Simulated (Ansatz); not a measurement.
Runs of Ansatz 0.2.0 on GaF. The structure is cubic, space group Pm-3m (No. 221). Conventional cell: a = 3.166 Å, b = 3.166 Å, c = 3.166 Å, α = 90.00°, β = 90.00°, γ = 90.00°. Ga (site symmetry m-3m) is surrounded by 8 F at 2.74 Å. F (site symmetry m-3m) is surrounded by 8 Ga at 2.74 Å. The cell was built by a generator and needn't be a form met in nature.

```csv
task,level,cell,k mesh,cutoff (eV),points for each segment of the path,mesh quality,gap on the mesh (eV),relaxed volume (Å³/atom)
relaxation of cell and atoms,HSE06,relaxed,4 × 4 × 4,420,-,coarse,0.76,(d)
band structure,r2SCAN0,as given,4 × 4 × 4,500,4,coarse,(c),-
relaxation of cell and atoms,HSE03,relaxed,4 × 4 × 4,420,-,coarse,0.61,15.94
relaxation of cell and atoms,PBEsol0,relaxed,4 × 4 × 4,420,-,coarse,0.92,15.06
relaxation of cell and atoms,HF,relaxed,4 × 4 × 4,420,-,coarse,(b),18.98
band structure,r2SCANh,as given,4 × 4 × 4,500,4,coarse,(a),-
band structure,HSE06,as given,4 × 4 × 4,420,4,coarse,0.72,-
```

Alike in all rows: potentials or basis Ansatz PAW; no spin polarisation; smearing fermi-dirac 0.05 eV.

Estimate the missing entries.

(a) 0.95; (b) 6.99; (c) 1.61; (d) 15.93.

Caveats: all runs use coarse meshes; the PAW data sets come from PBE, with cores solved anew for the run's functional, which leaves a small shift of forces and pressure; the plane-wave basis is chosen anew once the cell has moved, so the energies of steps on either side of that aren't comparable (some runs); the potentials were made for another functional, which shifts forces and pressure (some runs); the volume moved by over 15 % at a fixed basis, so the end points are rough (some runs).

A k mesh can miss the band edges, and the runs leave out spin-orbit coupling on Ga.

Not every run made on this cell is shown here.
